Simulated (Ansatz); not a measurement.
# ClH5OW: the cost of one run

Method: RKS PBE/def2-SVP, in Ansatz 0.2.0.

## 1. The starting structure

Bond lengths: W1–O2 2.140 Å, O2–H3 1.010 Å, W1–H4 1.920 Å, W1–H5 1.720 Å, W1–H6 1.720 Å, W1–Cl7 2.390 Å, W1–H8 1.720 Å. Angles (14 of 16 angles, heavy atoms first): O2–W1–Cl7 90.0°, W1–O2–H3 84.1°, O2–W1–H4 39.3°, O2–W1–H5 90.0°, O2–W1–H6 116.5°, O2–W1–H8 153.5°, H4–W1–Cl7 90.0°, H5–W1–Cl7 180.0°, H6–W1–Cl7 90.0°, Cl7–W1–H8 90.0°, H4–W1–H5 90.0°, H4–W1–H6 155.7°, H4–W1–H8 114.3°, H5–W1–H6 90.0°.

Coordinates:

```xyz
8

W     0.0000    0.0000    0.0000
O     0.9539    0.0000    1.9156
H     0.0444   -0.2814    2.2528
H     1.7505    0.0000    0.7888
H     0.0000    1.7200    0.0000
H    -1.7200    0.0000    0.0000
Cl    0.0000   -2.3900    0.0000
H     0.0000    0.0000   -1.7200
```

## 2. A restrained relaxation towards end A

Springs on the bonds that form and break draw the guess towards this end; the thresholds are loose.

The input, input.yaml:

```yaml
crystal:
  periodic: [false, false, false]
  atoms:
    - { symbol: W, position_ang: [0.0, 0.0, 0.0] }
    - { symbol: O, position_ang: [0.9539, 0.0, 1.9156] }
    - { symbol: H, position_ang: [0.0444, -0.2814, 2.2528] }
    - { symbol: H, position_ang: [1.7505, 0.0, 0.7888] }
    - { symbol: H, position_ang: [0.0, 1.72, 0.0] }
    - { symbol: H, position_ang: [-1.72, 0.0, 0.0] }
    - { symbol: Cl, position_ang: [0.0, -2.39, 0.0] }
    - { symbol: H, position_ang: [0.0, 0.0, -1.72] }
basis:
  gaussian: { orbitals: def2-SVP }
hamiltonian:
  xc: pbe
relax:
  f_tol: 0.15
  max_steps: 25
  restrain:
    - { distance: [1, 3], at: 2.21, k: 30.0 }
    - { distance: [0, 1], at: 1.94, k: 30.0 }
    - { distance: [0, 3], at: 1.72, k: 30.0 }
```

Run with:

```console
$ ansatz run input.yaml --threads 1 --pin off --max-ram 2048MiB --backend cpu --events-out ev --progress --plain --runs-dir out
```

What time and memory should one allow on 1 thread of Arm Neoverse V1, shared host?

About 57 s, with a peak of 0.16 GiB.
